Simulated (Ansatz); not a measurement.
This script for Ansatz 0.2.0, Python API starts 5 runs on V3Re, space group Fm-3m. What input does the engine get in each?

The script, `fsm_v3re.py`:
```python
# -*- coding: utf-8 -*-
"""Energy of V3Re against a locked total moment."""

from dataclasses import dataclass

import ansatz as az
import numpy as np
from tabulate import tabulate


@dataclass(frozen=True)
class Options:
    functional: str = "r2scan"
    cutoff: int = 530
    kgrid: tuple[int, ...] = (7, 7, 7)
    occupations: str = "fermi_dirac"


opts = Options()


def main():
    vectors = np.array([
        [0.0, 3.001449, 3.001449],
        [3.001449, 0.0, 3.001449],
        [3.001449, 3.001449, 0.0],
    ])
    system = (
        az.Lattice.of(vectors)
        .atom("V", (0.75, 0.75, 0.75))
        .atom("V", (0.25, 0.25, 0.25))
        .atom("V", (0.0, 0.0, 0.0))
        .atom("Re", (0.5, 0.5, 0.5))
    )

    calc = (
        system.calculation()
        .functional(opts.functional)
        .basis(opts.cutoff)
        .kpoints(*opts.kgrid)
        .occupations(opts.occupations)
    )
    # a hard lock holds the total moment, with one Fermi level a spin
    rows = []
    for total in [0.0, 1.3, 2.7, 4.0, 5.4]:
        report = calc.spin("collinear", total=total, lock="hard").run().report
        up, down = report["spin_fermi_energies_ev"]
        rows.append((total, report["free_energy_ev"], up - down, report["absolute_magnetization_mub"]))
    reference = rows[0][1]
    rows = [(m, 1000 * (e - reference), split, size) for m, e, split, size in rows]
    print(tabulate(rows, headers=["total muB", "F - F(0) meV", "EF up - down eV", "absolute muB"], floatfmt=".4f", tablefmt="pipe"))
    best = min(rows, key=lambda row: row[1])
    print(f"lowest at {best[0]} muB per cell, {best[1]:.1f} meV against the first point")


if __name__ == "__main__":
    main()
```

Run 1:
```yaml
crystal:
  lattice:
    - [0.0, 3.001449, 3.001449]
    - [3.001449, 0.0, 3.001449]
    - [3.001449, 3.001449, 0.0]
  atoms:
    - { symbol: V, position: [0.75, 0.75, 0.75] }
    - { symbol: V, position: [0.25, 0.25, 0.25] }
    - { symbol: V, position: [0.0, 0.0, 0.0] }
    - { symbol: Re, position: [0.5, 0.5, 0.5] }
basis:
  ecutwfc: 530.0
kpoints:
  mp_grid:
    grid: [7, 7, 7]
hamiltonian:
  xc: r2scan
magnetization:
  spin_polarized: true
  initial_magnetization: 0.0
  spin_locking:
    lock_magnetization: hard
scf:
  occupations:
    method: fermi_dirac
```

Run 2, against run 1:
```diff
-  initial_magnetization: 0.0
+  initial_magnetization: 1.3
```

Run 3, against run 1:
```diff
-  initial_magnetization: 0.0
+  initial_magnetization: 2.7
```

Run 4, against run 1:
```diff
-  initial_magnetization: 0.0
+  initial_magnetization: 4.0
```

Run 5, against run 1:
```diff
-  initial_magnetization: 0.0
+  initial_magnetization: 5.4
```

```console
$ python fsm_v3re.py
RunWarning: this spin-polarised run has no starting moment large enough to seed its density, and nothing else in its deck makes the two spin channels differ, so an SCF from that start keeps the magnetisation at zero until it first converges, unless a state found ahead of a linear-response series gives it moments [...]
DeckWarning: This run holds its total moment fixed (magnetization.spin_locking.lock_magnetization: hard) and mixes its density by anderson or broyden (scf.mixing.algorithm, typed or taken by auto). Slabs with a fixed moment have converged under broyden above another state at the same moment, at the default mixing [...]
RunWarning: the starting moments were not kept: 1 of 4 ended reversed and 3 kept their direction, counting a site from 0.1 μB. The largest reversed, site 3 (counted from 0, in the order of the report's site_moments_mub), started with +1.0 μB and closes at -1.3e-1 μB in its sphere. The SCF closed on another magnetic [...]
|   total muB |   F - F(0) meV |   EF up - down eV |   absolute muB |
|------------:|---------------:|------------------:|---------------:|
|      0.0000 |         0.0000 |            0.0000 |         0.0000 |
|      1.3000 |        74.4580 |            0.3295 |         1.4007 |
|      2.7000 |       486.5385 |            0.8238 |         2.7991 |
|      4.0000 |      1075.1346 |            0.9849 |         4.2968 |
|      5.4000 |      1868.8599 |            1.2873 |         5.7950 |
lowest at 0.0 muB per cell, 0.0 meV against the first point
```
(Warnings from the package without file and line, shortened, repeats left out.)

Notes:
- The SCF didn't keep the moments it started from (some shrank, vanished or turned); what is printed is the state reached.
- For a metal this k-point mesh is coarse: on a finer one energies can move by several to tens of meV an atom and pressures by half a GPa or more, differences at one mesh by less.
- Spin-orbit coupling, which matters for elements this heavy, is left out.
- r2SCAN tends to overestimate the moments of itinerant magnets.
- The structure comes from a database of computed cells and needn't be a stable or known phase.
- Only points where the Fermi levels of the two spins meet (minima, maxima and zero moment) are free solutions; a shallow minimum can lie between the points.
- Hardware and time: 110 s on 1 thread of Arm Neoverse V2 (shared host), peak memory 0.65 GiB.
